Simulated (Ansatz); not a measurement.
# CH₇BSSi: one species, many methods

How much do the methods differ for CH₇BSSi? The plan is to run it at one geometry with functionals of several rungs and with coupled cluster, and see how far each lands from CCSD(T) at the basis-set limit for the atomisation energy.

Program: Ansatz 0.2.0, Gaussian basis. Level of theory: functionals in def2-TZVPP, the program's frozen cores in correlated methods. These are calculated values, not measurements.

Plan: LDA (SPW92), PBE-D4, revPBE-D4, BLYP-D4, r2SCAN-D4, B97M-V, PBE0-D4, B3LYP-D4, r2SCANh-D4, r2SCAN0-D4, HSE06-D4, BHLYP-D4, CAM-B3LYP-D4, LC-ωPBE, ωB97X-V, ωB97M-V, B2PLYP, PBE-QIDH; CCSD(T)/def2-SVP; CCSD(T)/def2-TZVPP; MP2/def2-QZVPP; extrapolation to the limit; RPA on PBE.

## (1) The geometry

The geometry comes from an earlier relaxation with PBE0-D4 in a triple-zeta def2 set; it is a stationary point, not always the lowest conformer.

SMILES `BC[SiH2]S`, 11 atoms, charge 0, spin multiplicity 1.

Atoms are counted from 1 here; the program's logs count them from 0.

Bond lengths: B1–C2 1.535 Å, B1–H5 1.198 Å, B1–H6 1.198 Å, C2–Si3 1.889 Å, C2–H7 1.094 Å, C2–H8 1.095 Å, Si3–S4 2.139 Å, Si3–H9 1.485 Å, Si3–H10 1.483 Å, S4–H11 1.344 Å. Angles: C2–B1–H5 120.6°, C2–B1–H6 120.7°, H5–B1–H6 118.6°, B1–C2–Si3 108.0°, B1–C2–H7 114.9°, B1–C2–H8 114.2°, Si3–C2–H7 104.4°, Si3–C2–H8 103.9°, H7–C2–H8 110.4°, C2–Si3–S4 111.6°, C2–Si3–H9 109.7°, C2–Si3–H10 111.5°, S4–Si3–H9 110.4°, S4–Si3–H10 103.8°, H9–Si3–H10 109.7°, Si3–S4–H11 94.8°.

Coordinates:

```mol
CH7BSSi
  3D, bonds by distance, orders not assigned

 11 10  0  0  0  0  0  0  0  0999 V2000
   -1.0598    1.5413    0.0127 B   0  0
   -0.7244    0.1109   -0.4331 C   0  0
    0.9639   -0.3420    0.2834 Si  0  0
    1.6488   -2.2323   -0.4463 S   0  0
   -0.7371    2.4797   -0.6575 H   0  0
   -1.5891    1.7454    1.0678 H   0  0
   -0.6045   -0.0191   -1.5123 H   0  0
   -1.3949   -0.6547   -0.0284 H   0  0
    0.8903   -0.3567    1.7660 H   0  0
    2.0135    0.6093   -0.1567 H   0  0
    0.6586   -2.9389    0.1251 H   0  0
  1  2  8  0
  2  3  8  0
  3  4  8  0
  1  5  8  0
  1  6  8  0
  2  7  8  0
  2  8  8  0
  3  9  8  0
  3 10  8  0
  4 11  8  0
M  END
```

## (2) LDA

This LDA is Slater exchange with PW92 correlation.

File in.yaml:

```yaml
crystal:
  periodic: [false, false, false]
  atoms:
    - {symbol: B, position_ang: [-1.059815, 1.541259, 0.012740]}
    - {symbol: C, position_ang: [-0.724353, 0.110857, -0.433055]}
    - {symbol: Si, position_ang: [0.963949, -0.341980, 0.283360]}
    - {symbol: S, position_ang: [1.648821, -2.232281, -0.446301]}
    - {symbol: H, position_ang: [-0.737073, 2.479746, -0.657545]}
    - {symbol: H, position_ang: [-1.589114, 1.745378, 1.067843]}
    - {symbol: H, position_ang: [-0.604539, -0.019094, -1.512322]}
    - {symbol: H, position_ang: [-1.394911, -0.654678, -0.028367]}
    - {symbol: H, position_ang: [0.890310, -0.356714, 1.765979]}
    - {symbol: H, position_ang: [2.013476, 0.609296, -0.156735]}
    - {symbol: H, position_ang: [0.658649, -2.938889, 0.125102]}
basis:
  gaussian: {orbitals: def2-TZVPP}
hamiltonian: {xc: lda}
output: {orbitals: {seedname: orbitals}}
```

On the command line:

```
> ansatz run in.yaml --threads 2 --pin off --events-out ev --progress --plain --max-ram 4352MiB
```

After this run come: PBE-D4 (GGA); revPBE-D4 (GGA); BLYP-D4 (GGA); r2SCAN-D4 (meta-GGA); B97M-V (meta-GGA); B3LYP-D4 (hybrid); r2SCANh-D4 (hybrid); r2SCAN0-D4 (hybrid); HSE06-D4 (hybrid); BHLYP-D4 (hybrid); CAM-B3LYP-D4 (range-separated); LC-ωPBE (range-separated); ωB97X-V (range-separated); ωB97M-V (range-separated); B2PLYP (double hybrid); PBE-QIDH (double hybrid); CCSD(T) in def2-SVP; CCSD(T) in def2-TZVPP; MP2 in def2-QZVPP; RPA on PBE orbitals.

**Question.** What will the summary of the whole plan be? Wanted: atomisation energy, CCSD(T)/CBS; farthest beyond LDA; mean size of error, GGA; mean size of error, meta-GGA; mean size of error, hybrid; mean size of error, range-separated; mean size of error, double hybrid; gap, smallest and largest; T1 diagnostic.

**Answer**, as computed:

| quantity | value |
| --- | --- |
| atomisation energy, CCSD(T)/CBS | 3703.2 kJ/mol |
| functionals within 18.5 kJ/mol (0.5 %) | PBE0-D4, B3LYP-D4, r2SCANh-D4, r2SCAN0-D4, HSE06-D4, CAM-B3LYP-D4, PBE-QIDH |
| farthest beyond LDA | BHLYP-D4 (-43.2 kJ/mol) |
| mean size of error, GGA | 30.8 kJ/mol |
| mean size of error, meta-GGA | 30.6 kJ/mol |
| mean size of error, hybrid | 13.2 kJ/mol |
| mean size of error, range-separated | 24.1 kJ/mol |
| mean size of error, double hybrid | 24.2 kJ/mol |
| gap, smallest and largest | 3.59 eV (LDA (SPW92)), 10.84 eV (LC-ωPBE) |
| T1 diagnostic | 0.0113 |
| triples share of the correlation energy | 3.8 % |

**Reading.** The LDA atomisation energy is off by 439.2 kJ/mol (12 %): it overbinds. PBE-D4 is off by +24.7 kJ/mol. Double hybrids carry the basis error of their MP2 part in triple zeta, and no dispersion term here, so their miss is partly the set-up's. By mean error the best rung here is hybrid (13.2 kJ/mol) and the worst beyond LDA is GGA (30.8 kJ/mol). Misses under about 18.5 kJ/mol are within the doubt on the reference itself, which lacks core-valence correlation, relativity and higher excitations. Hartree-Fock recovers 77 % of the binding; the rest is correlation. CCSD(T) in def2-SVP is off by -210.1 kJ/mol, worse than the median functional, from the basis alone. Orbital gaps span 3.6 to 10.8 eV; exact exchange widens them.
